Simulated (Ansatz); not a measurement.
CH₄AlBr, SMILES [AlH2][CH2]Br, an active-space calculation

Program: Ansatz's Python interface.

Contents of `ch4albr.xyz`:
```text
7

Al   -0.68320    0.27170   -0.77320
C     0.62340   -0.07580    0.61700
Br    0.51150   -1.94360    1.07930
H    -1.59900   -0.84110   -1.33530
H    -0.87620    1.79100   -1.37990
H     0.41970    0.56190    1.51340
H     1.66510    0.16790    0.23300
```

Notebook, run cell by cell (the value of a cell's last expression is shown):

**Cell 1**
```python
import ansatz as az
```

**Cell 2**
```python
BASIS_SET = "def2-SVP"
```

**Cell 3**
```python
ch4albr = az.Crystal.molecule_from_extxyz("ch4albr.xyz")
```

**Cell 4**
```python
base = (
    ch4albr.calculation()
    .basis(gaussian=BASIS_SET)  # atom-centred Gaussian functions
    .correlation(active_electrons=4, active_orbitals=4)
)
for method in ["sc_nevpt2"]:
    report = (base if method is None else base.correlation(method)).run(threads=1).report
    space = report["configurations"]
    state = space["states"][0]
    print(method or "casscf", f"total {report['free_energy_ev'] / 27.211386246:.6f} Ha, active-space state {state['energy']['hartree']:.6f} Ha, mean field {report['reference_energy_ev'] / 27.211386246:.6f} Ha")
    print("  determinants", state["n_determinants"], " natural occupations", [round(n, 3) for n in space["natural_occupations"]])
```
Output:
```text
sc_nevpt2 total -2854.520764 Ha, active-space state -2854.121246 Ha, mean field -2854.084262 Ha
  determinants 36  natural occupations [1.978, 1.969, 0.031, 0.021]
```

What to keep in mind:
- Total energies depend on the basis set; only differences at equal settings carry meaning.
- The geometry is a force-field or estimated start, not a minimum of this method, and the basis set is short of its limit. The active space starts as a window about the frontier orbitals and is then optimised, not chosen by chemistry.
- Run time: 8.7 s on 1 thread of Arm Neoverse V2, with other jobs on the host, peak memory 0.24 GiB.

(Lines on the test bed's own set-up are left out of the output.)
